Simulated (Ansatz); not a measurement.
# SnH2− (doublet): from Hartree-Fock to the top rungs, def2-TZVPD

An exercise on one series of results from a longer session: the logs are not shown, and one member is left open.

The runs use Ansatz 0.2.0, Gaussian basis; def2-TZVPD, core rule «outside noble gas», up to 9 orbitals frozen.

The runs, in order: UHF; CCSD(T) on ROHF; CCSD(T) on UHF; BCCD(T) on ROHF; CCSDT(Q) on ROHF; CCSDT(Q) on UHF; CASSCF and MRCISD+Q, 7 electrons in 6 orbitals; CASSCF and MRCISD+Q(relaxed), 7 electrons in 6 orbitals; CASSCF and NEVPT2, 7 electrons in 6 orbitals.

14 further runs of the same task are left out: 4 that didn't finish, 10 set aside as unsound or not needed.

## The geometry

The geometry is a PBE0/def2-TZVPD stationary point (not a proven minimum). No spin-orbit coupling is included. Elements past krypton take def2 core potentials.

3 atoms, charge -1, spin multiplicity 2.

Atoms are counted from 1 here; the program's logs count them from 0.

Bond lengths: Sn1–H2 1.804 Å, Sn1–H3 1.804 Å. Angles: H2–Sn1–H3 91.1°.

Geometry (Å):

```xyz
3
H2Sn
Sn    0.00000   -0.02109    0.00000
H     0.00000    1.24190   -1.28809
H     0.00000    1.24187    1.28811
```

Set-up of the first run:

in.yaml reads:

```yaml
crystal:
  periodic: [false, false, false]
  atoms:
    - {symbol: Sn, position_ang: [0.000000, -0.021089, 0.000000]}
    - {symbol: H, position_ang: [0.000000, 1.241896, -1.288086]}
    - {symbol: H, position_ang: [0.000000, 1.241874, 1.288107]}
basis:
  gaussian: {orbitals: def2-TZVPD}
total_charge: -1
magnetization: {spin_polarized: true, initial_magnetization: 1}
hamiltonian: {xc: hf}
output: {orbitals: {seedname: orbitals}}
```

Command:

```console
ansatz run in.yaml --threads 1 --pin off --events-out ev --progress --plain --max-ram 2393MiB
```

Among the steps run: UHF; CCSD(T) on ROHF; CCSD(T) on UHF; BCCD(T) on ROHF; CCSDT(Q) on ROHF; CCSDT(Q) on UHF; CASSCF and MRCISD+Q, 7 electrons in 6 orbitals; CASSCF and MRCISD+Q(relaxed), 7 electrons in 6 orbitals; CASSCF and NEVPT2, 7 electrons in 6 orbitals.

One table of the session follows, with a row left open; its other results are not shown here.

```
                   method  from UCCSDT(Q) (kcal/mol)
                     ROHF                     +83.90
                      UHF                     +81.64
                     RMP2                     +18.40
                     UMP2                     +18.71
                    RCCSD                      +3.37
                    UCCSD                      +3.21
                 RCCSD(T)                      +0.73
                 UCCSD(T)                      +0.65
                  BCCD(T)                      +0.73
                   RCCSDT                      +0.19
                   UCCSDT                      +0.09
                RCCSDT(Q)                      +0.10
                UCCSDT(Q)                          0
           CASSCF valence                     +63.02
           NEVPT2 valence                     +18.46
           MRCISD valence                          ?
         MRCISD+Q valence                      +0.38
MRCISD+Q(relaxed) valence                      -0.06
```

Estimate the missing values for MRCISD valence.

**Answer.** from UCCSDT(Q) (kcal/mol): +4.49. In the column «from UCCSDT(Q) (kcal/mol)» it lies between RCCSD (+3.37) and RMP2 (+18.40).

To keep in mind: Restricted and unrestricted rows rest on different reference determinants; where their highest levels disagree by more than a few hundredths of an eV, they describe different states and don't form one ladder.
